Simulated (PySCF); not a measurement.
# CH3IPb (Pb(CH3)(I)): the cost of one run

Program: PySCF 2.14.0. Level of theory: BP86, Pb def2-SVP with ECP60, C def2-SVP, H def2-SVP, I def2-SVP with ECP28; scalar-relativistic core potentials, no spin–orbit coupling. These are calculated values, not measurements.

3 further runs of the same task are left out: 2 for a known fault of the program, 1 that didn't finish.

## (1) Where the work starts

6 atoms, charge 0, spin multiplicity 1.

Bond lengths: Pb1–C2 2.330 Å, Pb1–I6 2.874 Å, C2–H3 1.109 Å, C2–H4 1.110 Å, C2–H5 1.110 Å. Angles: C2–Pb1–I6 94.9°, Pb1–C2–H3 111.0°, Pb1–C2–H4 109.0°, Pb1–C2–H5 109.0°, H3–C2–H4 109.8°, H3–C2–H5 109.8°, H4–C2–H5 108.1°.

Coordinates:

```tsv
atom	x (Å)	y (Å)	z (Å)
Pb1	1.0475	0.0000	-0.9891
C2	2.8615	0.0000	0.4737
H3	3.8211	0.0000	-0.0832
H4	2.8035	0.8984	1.1226
H5	2.8035	-0.8984	1.1226
I6	-0.9395	0.0000	1.0869
```

Formal oxidation states: Pb +2. An earlier session relaxed this geometry at BP86, Pb def2-SVP with ECP60, C def2-SVP, H def2-SVP, I def2-SVP with ECP28 (singlet, point group Cs).

Its energy there is -530.784244 Eh.

## (2) Atoms moved at random, σ = 0.15 Å

run.py (the lines that set the calculation) reads:

```python
mol = gto.M(atom='''
Pb     1.17196    -0.07347    -1.14482
C      2.79527     0.14662     0.63604
H      3.77280     0.03143     0.03987
H      3.03666     0.83180     1.14039
H      2.66452    -0.99624     1.18991
I     -1.04367     0.05985     0.87204''',
    basis={'Pb': 'def2-SVP', 'C': 'def2-SVP', 'H': 'def2-SVP', 'I': 'def2-SVP'},
    ecp={'Pb': 'def2-SVP', 'I': 'def2-SVP'},
    charge=0, spin=0)
mf = dft.RKS(mol, xc='B88,P86')
mf.grids.atom_grid = (50, 194)
mf = mf.density_fit()  # fitting sets: Pb def2-universal-JKFIT, C def2-universal-JKFIT, H def2-universal-JKFIT, I def2-universal-JKFIT
mf.conv_tol = 1e-08; mf.max_cycle = 55
mf.kernel(dm0)  # dm0: the density of the relaxed state
```

Started as:

```bash
OMP_NUM_THREADS=2 python run.py
```

**Question.** How long does this run take on 2 threads of Arm Neoverse V2, shared host?

About 3 s.
